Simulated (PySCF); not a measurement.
**LiZn at other levels of theory**

Starting from one script, swap the method and compare what comes out for LiZn.

Computed with PySCF 2.14.0. Level: each script names its method and basis.

4 further runs of the same task are left out: 4 that didn't finish.

## (1) The starting structure

LiZn: 2 atoms, charge 0, spin multiplicity 2.

Bond lengths: Li1–Zn2 2.228 Å.

## (2) Base script

The input, input.py:

```python
from pyscf import gto, scf
from pyscf.prop.polarizability import uhf as pol

mol = gto.M(
    atom='Li 0 0 0; Zn 0 0 2.228',
    basis='def2-svpd',
    charge=0,
    spin=1,
    verbose=4,
)
mf = scf.UHF(mol)
mf.kernel()
print('polarizability (a.u.)')
print(pol.Polarizability(mf).polarizability().round(4))
mf.dip_moment()
print('orbital energies (hartree):', [e[max(0, n-3):n+3].round(4) for e, n in zip(mf.mo_energy, mol.nelec)])
```

Run with:

```
$ OMP_NUM_THREADS=1 python input.py
```

## (3) Population analysis

Run 1 changes step after the SCF: polarizability → analyze.

The input, input.py:

```python
from pyscf import gto, scf

mol = gto.M(
    atom='Li 0 0 0; Zn 0 0 2.228',
    basis='def2-svpd',
    charge=0,
    spin=1,
    verbose=4,
)
mf = scf.UHF(mol)
mf.kernel()
mf.analyze()
print('orbital energies (hartree):', [e[max(0, n-3):n+3].round(4) for e, n in zip(mf.mo_energy, mol.nelec)])
```

## (4) RHF

Run 2 changes SCF type: UHF → RHF.

The input, input.py:

```python
from pyscf import gto, scf
from pyscf.prop.polarizability import rhf as pol

mol = gto.M(
    atom='Li 0 0 0; Zn 0 0 2.228',
    basis='def2-svpd',
    charge=0,
    spin=1,
    verbose=4,
)
mf = scf.RHF(mol)
mf.kernel()
print('polarizability (a.u.)')
print(pol.Polarizability(mf).polarizability().round(4))
mf.dip_moment()
print('orbital energies (hartree):', mf.mo_energy[..., max(0, mol.nelec[1]-3):mol.nelec[0]+3].round(4))
```

## (5) B3pw91 (UKS)

Run 3 changes functional: none (Hartree–Fock) → b3pw91; SCF type: UHF → UKS; step after the SCF: polarizability → analyze.

The input, input.py:

```python
from pyscf import gto, dft

mol = gto.M(
    atom='Li 0 0 0; Zn 0 0 2.228',
    basis='def2-svpd',
    charge=0,
    spin=1,
    verbose=4,
)
mf = dft.UKS(mol, xc='b3pw91')
mf.kernel()
mf.analyze()
print('orbital energies (hartree):', [e[max(0, n-3):n+3].round(4) for e, n in zip(mf.mo_energy, mol.nelec)])
```

## (6) ROHF

Run 4 changes SCF type: UHF → ROHF.

The input, input.py:

```python
from pyscf import gto, scf
from pyscf.prop.polarizability import rhf as pol

mol = gto.M(
    atom='Li 0 0 0; Zn 0 0 2.228',
    basis='def2-svpd',
    charge=0,
    spin=1,
    verbose=4,
)
mf = scf.ROHF(mol)
mf.kernel()
print('polarizability (a.u.)')
print(pol.Polarizability(mf).polarizability().round(4))
mf.dip_moment()
print('orbital energies (hartree):', mf.mo_energy[..., max(0, mol.nelec[1]-3):mol.nelec[0]+3].round(4))
```

## (7) Geometry optimisation

Run 5 changes step after the SCF: polarizability → optimize.

The input, input.py:

```python
from pyscf import gto, scf
from pyscf.geomopt.geometric_solver import optimize

mol = gto.M(
    atom='Li 0 0 0; Zn 0 0 2.228',
    basis='def2-svpd',
    charge=0,
    spin=1,
    verbose=4,
)
mf = scf.UHF(mol)
mf.kernel()
mol_eq = optimize(mf, maxsteps=30)
print('optimised geometry (angstrom)')
print(mol_eq.tostring('raw'))
print('orbital energies (hartree):', [e[max(0, n-3):n+3].round(4) for e, n in zip(mf.mo_energy, mol.nelec)])
```

## (8) Stability test

Run 6 changes step after the SCF: polarizability → stability.

The input, input.py:

```python
from pyscf import gto, scf

mol = gto.M(
    atom='Li 0 0 0; Zn 0 0 2.228',
    basis='def2-svpd',
    charge=0,
    spin=1,
    verbose=4,
)
mf = scf.UHF(mol)
mf.kernel()
mf.stability(internal=True, external=True)
mf.dip_moment()
print('orbital energies (hartree):', [e[max(0, n-3):n+3].round(4) for e, n in zip(mf.mo_energy, mol.nelec)])
```

Before running it: what results should come out? Wanted: for each run, E(SCF); from base; gap, α spin; SCF dipole; after the SCF.

As calculated:

```
                  run  E(SCF) (hartree)  from base (eV)  cycles  gap, α spin (eV)  SCF dipole (D)            after the SCF
                 base      -1784.961252               0      14              4.84            0.91                      n/a
  population analysis      -1784.961252          0.0000      14              4.84            0.91                      n/a
                  RHF      -1784.958388         +0.0779       8               n/a            2.33                      n/a
         b3pw91 (UKS)      -1786.612052  not comparable       9              1.54            0.12                      n/a
                 ROHF      -1784.958388         +0.0779       8               n/a            2.33                      n/a
geometry optimisation      -1784.961252          0.0000      14              4.84             n/a  bond 4.572 Å, -0.683 eV
       stability test      -1784.961252          0.0000      14              4.84            0.91                   stable
```

SCF columns refer to the geometry typed in the script.

What this shows: The largest comparable shift of the SCF energy, +0.078 eV, comes with the run “RHF”. Total energies of different functionals can't be compared with each other; differences within one functional can. The dearest run is “geometry optimisation”, at 13 s against 1.6 s.
